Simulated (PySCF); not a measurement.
# Ways to converge the SCF of Sb2

Do solver options change the result for Sb2, or only the number of cycles?

Method: method and basis as typed in the scripts; program: PySCF 2.14.0.

1 further run of the same task is left out (it didn't finish).

## Step 1: The system as given

Sb2: 2 atoms, charge 0, spin multiplicity 1.

Bond lengths: Sb1–Sb2 2.730 Å.

## Step 2: Base script

The input, input.py:

```python
from pyscf import gto, scf

mol = gto.M(
    atom='Sb 0 0 0; Sb 0 0 2.73',
    basis='sbkjc',
    ecp={'Sb': 'sbkjc'},
    charge=0,
    spin=0,
    verbose=4,
)
mf = scf.RHF(mol)
mf.kernel()
mf.mulliken_pop()
mf.dip_moment()
print('orbital energies (hartree):', mf.mo_energy[..., max(0, mol.nelec[1]-3):mol.nelec[0]+3].round(4))
```

On the command line:

```sh
$ OMP_NUM_THREADS=1 python input.py
```

The log of this run is left out.

Base result: E(SCF) = -10.537635 Eh, 6 cycles, μ = 0.00 D.

The bond length is a typed value, not an optimised one.

## Step 3: Initial guess 1e

Edit 1 changes initial guess: minao → 1e.

The input, input.py:

```python
from pyscf import gto, scf

mol = gto.M(
    atom='Sb 0 0 0; Sb 0 0 2.73',
    basis='sbkjc',
    ecp={'Sb': 'sbkjc'},
    charge=0,
    spin=0,
    verbose=4,
)
mf = scf.RHF(mol)
mf.init_guess = '1e'
mf.kernel()
mf.mulliken_pop()
mf.dip_moment()
print('orbital energies (hartree):', mf.mo_energy[..., max(0, mol.nelec[1]-3):mol.nelec[0]+3].round(4))
```

On the command line:

```sh
$ OMP_NUM_THREADS=1 python input.py
```

## Step 4: DIIS space 4

Edit 2 changes DIIS space: default → 4.

input.py, as its differences from that of step 2:

```diff
@@ -11,2 +11,3 @@
 mf = scf.RHF(mol)
+mf.diis_space = 4
 mf.kernel()
```

## Step 5: Initial guess chk

Edit 3 changes initial guess: minao → chk.

input.py, as its differences from that of step 2:

```diff
@@ -11,2 +11,3 @@
 mf = scf.RHF(mol)
+mf.init_guess = 'chk'
 mf.kernel()
```

What does the calculation give? Wanted: for each run, E(SCF); from base; gap.

As calculated:

```csv
run,E(SCF) (hartree),from base (eV),cycles,gap (eV)
base,-10.537635,0,6,6.69
initial guess 1e,-10.537635,0.0000,7,6.69
DIIS space 4,-10.537635,0.0000,6,6.69
initial guess chk,-10.537635,0.0000,6,6.69
```

Distance from each run's final energy (log10 hartree) by cycle:

| run | cycle 1 | cycle 2 | cycle 3 | cycle 5 | cycle 8 | cycle 12 |
| --- | --- | --- | --- | --- | --- | --- |
| base | -2.6 | -3.9 | -5.3 | -9.2 | done | done |
| initial guess 1e | -2.1 | -3.3 | -4.9 | -8.8 | done | done |
| DIIS space 4 | -2.6 | -3.9 | -5.3 | -9.2 | done | done |
| initial guess chk | -2.6 | -3.9 | -5.3 | -9.2 | done | done |

**Reading.** The SCF energy stays the same, to the digits that matter, with initial guess 1e or DIIS space 4 or initial guess chk. PySCF falls back to minao for a guess that it doesn't know or can't read, so that run repeats the base. With initial guess 1e, DIIS space 4, initial guess chk the path hardly changes: 6 to 7 cycles against 6.
